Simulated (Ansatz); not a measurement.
# Sn4As: the cost of one run

Program: Ansatz 0.2.0. Level of theory: DFT PBE, scalar-relativistic, plane waves, PAW. These are calculated values, not measurements.

1 further run of the same task is left out (it didn't finish).

## Step 1: The starting structure

The structure is cubic, space group Im-3m (No. 229). The conventional cell has a = 6.389 Å, b = 6.389 Å, c = 6.389 Å, α = 90.00°, β = 90.00°, γ = 90.00°. Around Sn (site symmetry -3m) lie 2 As at 2.77 Å. As (site symmetry m-3m) has 8 Sn at 2.77 Å as nearest neighbours.

As a file:

```cif
data_structure
_symmetry_space_group_name_H-M 'Im-3m'
_symmetry_Int_Tables_number 229
_cell_length_a 6.3885
_cell_length_b 6.3885
_cell_length_c 6.3885
_cell_angle_alpha 90.000
_cell_angle_beta 90.000
_cell_angle_gamma 90.000
_cell_volume 260.74
loop_
_atom_site_label
_atom_site_type_symbol
_atom_site_symmetry_multiplicity
_atom_site_Wyckoff_symbol
_atom_site_fract_x
_atom_site_fract_y
_atom_site_fract_z
_atom_site_occupancy
Sn1 Sn 8 c 0.25000 0.25000 0.75000 1
As1 As 2 a 0.00000 0.00000 0.00000 1
```

Recipe of the guess: species swapped into a database cell of NiHg4 (Im-3m, No. 229), with As on the Ni sites and Sn on the Hg sites. Lengths come from tabulated atomic sizes and are only a guess.

## Step 2: The guess as it stands, on a coarse mesh

input.yaml reads:

```yaml
crystal:
  lattice:
    - [-3.19427106, 3.19427106, 3.19427106]
    - [3.19427106, -3.19427106, 3.19427106]
    - [3.19427106, 3.19427106, -3.19427106]
  atoms:
    - { symbol: Sn, position: [0.0, 0.0, 0.5] }
    - { symbol: Sn, position: [0.5, 0.0, 0.0] }
    - { symbol: Sn, position: [0.5, 0.5, 0.5] }
    - { symbol: Sn, position: [0.0, 0.5, 0.0] }
    - { symbol: As, position: [0.0, 0.0, 0.0] }
basis:
  ecutwfc: 420
kpoints:
  mp_grid: { grid: [4, 4, 4] }
hamiltonian:
  xc: pbe
scf:
  occupations: { method: gaussian, width: 0.1 }
  lower_state_search: "off"
output:
  forces: true
  stress: true
  eigenvalues: true
```

Started as:

```
> ansatz run input.yaml --threads 1 --pin off --max-ram 2560MiB --backend cpu --events-out ev --progress --plain --runs-dir out
```

Q: Estimate wall time and peak memory on 1 thread of Intel Xeon 6975P-C (Granite Rapids), shared host.

About 1.8 s, with a peak of 0.45 GiB.
